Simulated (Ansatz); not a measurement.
# AlIn2N3: the cost of one run

Computed with Ansatz 0.2.0 (DFT PBE, scalar-relativistic, plane waves, PAW, unless a step's input says otherwise).

## (1) The starting structure

Symmetry: Cmc2_1, No. 36, orthorhombic system. Conventional cell: a = 10.296 Å, b = 5.926 Å, c = 5.500 Å, α = 90.00°, β = 90.00°, γ = 90.00°. Al (site symmetry m) is surrounded by 4 N at 1.90 to 1.92 Å. In (site symmetry 1) is surrounded by 4 N at 2.18 to 2.20 Å. N (site symmetry 1) has 1 Al at 1.90 Å and 3 In at 2.18 to 2.20 Å in its first shell of neighbours. Around N (site symmetry m) lie 2 Al at 1.91 to 1.92 Å and 2 In at 2.19 Å.

Structure file:

```xyz
48
Lattice="5.1481 2.9629 5.5000 5.1481 -2.9629 -5.5000 -5.1481 8.8886 -5.5000" Properties=species:S:1:pos:R:3 pbc="T T T"
Al    0.0000    9.8294   -0.0593
Al    0.0000    3.9036   -5.5593
Al    0.0000    3.9036   -0.0593
Al    5.1481    0.9408   -0.0593
Al    0.0000    7.9479   -2.8093
Al    0.0000    2.0221   -2.8093
Al    5.1481    4.9850   -2.8093
Al    5.1481   -0.9408   -2.8093
In    1.6665    6.9542   -0.0708
In    1.6665    6.9542   -5.5709
In    1.6665    1.0285   -0.0708
In    6.8146    3.9913   -0.0708
In   -1.6665    6.9542   -5.5709
In    3.4816    3.9913   -5.5709
In    3.4816    3.9913   -0.0708
In    8.6297    1.0285   -0.0708
In    3.4816    7.8602   -2.8208
In   -1.6665    4.8973   -2.8208
In    3.4816    1.9344   -2.8208
In    3.4816    1.9344    2.6792
In    1.6665    4.8973   -8.3209
In    1.6665    4.8973   -2.8208
In    6.8146    1.9344   -2.8208
In    6.8146    1.9344    2.6792
N     1.5538    7.0045   -8.8791
N     1.5538    7.0045   -3.3790
N     6.7019    4.0417   -3.3790
N     1.5538    1.0788   -3.3790
N    -1.5538    7.0045   -8.8791
N    -1.5538    7.0045   -3.3790
N     3.5943    4.0417   -3.3790
N     3.5943    4.0417    2.1210
N     3.5943    7.8098   -0.6290
N     3.5943    7.8098   -6.1290
N     3.5943    1.8841   -0.6290
N     3.5943    1.8841   -6.1290
N    -3.5943    7.8098   -6.1290
N     1.5538    4.8470   -6.1290
N     1.5538    4.8470   -0.6290
N     6.7019    1.8841   -0.6290
N     0.0000    9.6670   -3.6451
N     0.0000    3.7413   -3.6451
N     5.1481    6.7041   -3.6451
N     5.1481    0.7784   -3.6451
N     0.0000    8.1102   -0.8950
N     0.0000    8.1102   -6.3951
N     0.0000    2.1845   -0.8950
N     5.1481    5.1474   -0.8950
```

The runs take a perfect supercell of 48 atoms; the defect goes to fractional position (0.338, 0.958, 0.995).

## (2) The perfect supercell

Contents of input.yaml:

```yaml
crystal:
  lattice:
    - [5.148102, 2.962873, 5.500038]
    - [5.148102, -2.962873, -5.500038]
    - [-5.148102, 8.888619, -5.500038]
  atoms:
    - { symbol: Al, position: [0.826683, 0.005391, 0.832074] }
    - { symbol: Al, position: [0.076683, 0.505391, 0.582074] }
    - { symbol: Al, position: [0.326683, 0.005391, 0.332074] }
    - { symbol: Al, position: [0.576683, 0.505391, 0.082074] }
    - { symbol: Al, position: [0.542926, 0.255391, 0.798317] }
    - { symbol: Al, position: [0.042926, 0.255391, 0.298317] }
    - { symbol: Al, position: [0.792926, 0.755391, 0.548317] }
    - { symbol: Al, position: [0.292926, 0.755391, 0.048317] }
    - { symbol: In, position: [0.745415, 0.168294, 0.589999] }
    - { symbol: In, position: [0.495414, 0.668293, 0.839999] }
    - { symbol: In, position: [0.245414, 0.168293, 0.089999] }
    - { symbol: In, position: [0.995414, 0.668293, 0.339999] }
    - { symbol: In, position: [0.171707, 0.344586, 0.839999] }
    - { symbol: In, position: [0.421707, 0.844586, 0.589999] }
    - { symbol: In, position: [0.671707, 0.344586, 0.339999] }
    - { symbol: In, position: [0.921707, 0.844586, 0.089999] }
    - { symbol: In, position: [0.873148, 0.594586, 0.79144] }
    - { symbol: In, position: [0.123147, 0.094585, 0.54144] }
    - { symbol: In, position: [0.373148, 0.594586, 0.29144] }
    - { symbol: In, position: [0.623147, 0.094585, 0.04144] }
    - { symbol: In, position: [0.196855, 0.918293, 0.79144] }
    - { symbol: In, position: [0.446855, 0.418293, 0.54144] }
    - { symbol: In, position: [0.696855, 0.918293, 0.29144] }
    - { symbol: In, position: [0.946855, 0.418293, 0.04144] }
    - { symbol: "N", position: [0.338342, 0.958089, 0.994617] }
    - { symbol: "N", position: [0.588342, 0.458089, 0.744617] }
    - { symbol: "N", position: [0.838342, 0.958089, 0.494617] }
    - { symbol: "N", position: [0.088342, 0.458089, 0.244617] }
    - { symbol: "N", position: [0.036527, 0.656274, 0.994617] }
    - { symbol: "N", position: [0.286527, 0.156274, 0.744617] }
    - { symbol: "N", position: [0.536527, 0.656274, 0.494617] }
    - { symbol: "N", position: [0.786527, 0.156274, 0.244617] }
    - { symbol: "N", position: [0.979475, 0.406274, 0.687565] }
    - { symbol: "N", position: [0.729475, 0.906274, 0.937565] }
    - { symbol: "N", position: [0.479475, 0.406274, 0.187565] }
    - { symbol: "N", position: [0.229475, 0.906274, 0.437565] }
    - { symbol: "N", position: [0.031289, 0.208088, 0.937565] }
    - { symbol: "N", position: [0.28129, 0.708089, 0.687565] }
    - { symbol: "N", position: [0.53129, 0.208089, 0.437565] }
    - { symbol: "N", position: [0.78129, 0.708088, 0.187565] }
    - { symbol: "N", position: [0.649995, 0.331367, 0.981362] }
    - { symbol: "N", position: [0.149995, 0.331367, 0.481362] }
    - { symbol: "N", position: [0.899995, 0.831367, 0.731362] }
    - { symbol: "N", position: [0.399995, 0.831367, 0.231362] }
    - { symbol: "N", position: [0.643638, 0.081367, 0.725005] }
    - { symbol: "N", position: [0.393638, 0.581367, 0.975005] }
    - { symbol: "N", position: [0.143638, 0.081367, 0.225005] }
    - { symbol: "N", position: [0.893638, 0.581367, 0.475005] }
basis:
  ecutwfc: 420
  fft_grid_basis: typed
kpoints:
  mp_grid: { grid: [2, 2, 2] }
hamiltonian:
  xc: pbe
  pseudopotentials: { kind: paw }
scf:
  occupations: { method: gaussian, width: 0.05 }
output:
  forces: true
  stress: false
  eigenvalues: true
  bader: false
  write_density: true
  volumetric_format: npy
```

Started as:

```bash
$ ansatz run input.yaml --threads 4 --pin off --max-ram 10240MiB --backend cpu --events-out ev --progress --plain --runs-dir out
```

What time and memory should one allow on 4 threads of Intel Xeon 6975P-C (Granite Rapids), shared host?

About 8 s, with a peak of 3.2 GiB.
